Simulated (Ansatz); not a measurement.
**H₂Br+ (singlet): wave-function methods side by side at distance Br1–H2 = 1.559 Å, 6-31G**

One table from this session's results is given with a row withheld; the runs are named, their logs left out.

Method: 6-31G, core rule «outside noble gas», up to 14 orbitals frozen; program: Ansatz 0.2.0, Gaussian basis.

Plan: UHF; CCSD(T) on RHF; BCCD(T) on RHF; CISD; CCSDT(Q) on RHF; CCSDTQ on RHF; CASSCF and MRCISD+Q, 2 electrons in 2 orbitals; CASSCF and NEVPT2, 2 electrons in 2 orbitals; CASSCF and MRCISD+Q, 8 electrons in 6 orbitals; CASSCF and NEVPT2, 8 electrons in 6 orbitals; Full CI.

24 further runs of the same task are left out: 21 that didn't finish, 3 set aside as unsound or not needed. Runs told in other sessions of the task aren't counted.

### What is computed

The geometry derives from a PBE0/def2-TZVP stationary point (not a proven minimum). One bond is set to the value named and the two fragments are kept rigid. No spin-orbit coupling is included. The filled d shell of Br may be among the frozen orbitals whatever the setting's name suggests.

3 atoms, charge 1, spin multiplicity 1.

Atoms are counted from 1 here; the program's logs count them from 0.

Bond lengths: Br1–H2 1.559 Å, Br1–H3 1.447 Å. Angles: H2–Br1–H3 92.5°.

Set-up of the first run:

in.yaml

```yaml
crystal:
  periodic: [false, false, false]
  atoms:
    - {symbol: Br, position_ang: [0.000000, -0.025568, 0.000994]}
    - {symbol: H, position_ang: [0.000000, 1.052048, -1.125605]}
    - {symbol: H, position_ang: [0.000000, 0.974807, 1.046841]}
basis:
  gaussian: {orbitals: 6-31G}
total_charge: 1
magnetization: {spin_polarized: true, initial_magnetization: 0}
hamiltonian: {xc: hf}
output: {orbitals: {seedname: orbitals}}
```

On the command line:

```sh
$ ansatz run in.yaml --threads 1 --pin off --events-out ev --progress --plain --max-ram 2393MiB
```

Among the steps run: UHF; CCSD(T) on RHF; BCCD(T) on RHF; CISD; CCSDT(Q) on RHF; CCSDTQ on RHF; CASSCF and MRCISD+Q, 2 electrons in 2 orbitals; CASSCF and NEVPT2, 2 electrons in 2 orbitals; CASSCF and MRCISD+Q, 8 electrons in 6 orbitals; CASSCF and NEVPT2, 8 electrons in 6 orbitals; Full CI.

One table of the session follows, with a row left open; its other results are not shown here.

| method | from FCI (kcal/mol) |
| --- | --- |
| RHF | +46.24 |
| RMP2 | +10.41 |
| CISD | +1.74 |
| RCCSD | ? |
| RCCSD(T) | +0.09 |
| BCCD(T) | +0.09 |
| RCCSDT | +0.01 |
| RCCSDT(Q) | 0.00 |
| RCCSDTQ | 0.00 |
| CASSCF pair | +32.48 |
| NEVPT2 pair | +6.42 |
| MRCISD pair | +0.83 |
| MRCISD+Q pair | -0.08 |
| CASSCF valence | +18.56 |
| NEVPT2 valence | +3.66 |
| MRCISD valence | +0.37 |
| MRCISD+Q valence | +0.15 |
| FCI | 0 |

Q: Estimate the row for RCCSD from the others.

As computed: from FCI (kcal/mol): +0.50. In the column «from FCI (kcal/mol)» it lies between MRCISD valence (+0.37) and MRCISD pair (+0.83).

Caveats from the session: MRCISD+Q pair falls below full CI: the +Q correction isn't variational, and the cores differ from full CI's.
